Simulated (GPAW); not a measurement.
Runs of GPAW 26.7.0 on WAu. Symmetry: F-43m, No. 216, cubic system. The conventional cell has a = 5.818 Å, b = 5.818 Å, c = 5.818 Å, α = 90.00°, β = 90.00°, γ = 90.00°. W (site symmetry -43m) has 4 Au at 2.52 Å as nearest neighbours. Au (site symmetry -43m) is surrounded by 4 W at 2.52 Å. The cell was built by a generator and needn't be a form met in nature.

| level | potentials or basis | eigensolver | older calculator (legacy_gpaw) | gap on the mesh (eV) | pressure (GPa) |
| --- | --- | --- | --- | --- | --- |
| vdW-DF-cx | GPAW PAW data sets (gpaw-data 1.2.1), pw | - | - | none | - |
| BLYP | PAW data sets generated in the run's folder for this functional, pw | davidson | - | none | 5.8 |
| PW91 | PAW data sets generated in the run's folder for this functional, pw | - | - | none | (b) |
| revPBE | the program's PAW data sets (release 1.2.1) made for this functional, pw | - | - | none | 2.5 |
| optB88-vdW | GPAW PAW data sets (gpaw-data 1.2.1), pw | - | yes | none | - |
| AM05 | PAW data sets generated in the run's folder for this functional, pw | - | - | none | -4.1 |
| LDA | the program's PAW data sets (release 1.2.1) made for this functional, pw | - | - | none | (a) |
| r2SCAN | GPAW PAW data sets (gpaw-data 1.2.1), pw | - | - | none | -2.7 |

Alike in all rows: task single point; no spin polarisation; cell as given; k mesh 8 × 8 × 8; cutoff (eV) 600; smearing fermi-dirac 0.05 eV.

Question: Fill in the values left out.

Answer: (a) -7.2; (b) 0.5.

Caveats: with this Au data set, volumes or pressures lay over 1.5 % or 2 GPa off other programs in two to four cells of ten (some runs); the PAW data sets were made with another functional, which shifts forces and pressure a little (some runs).

A k mesh can miss the band edges, and the runs leave out spin-orbit coupling on Au, W.

A gap of «none» marks a metal or a gap under the smearing width.

Runs at the PBE level aren't shown here.
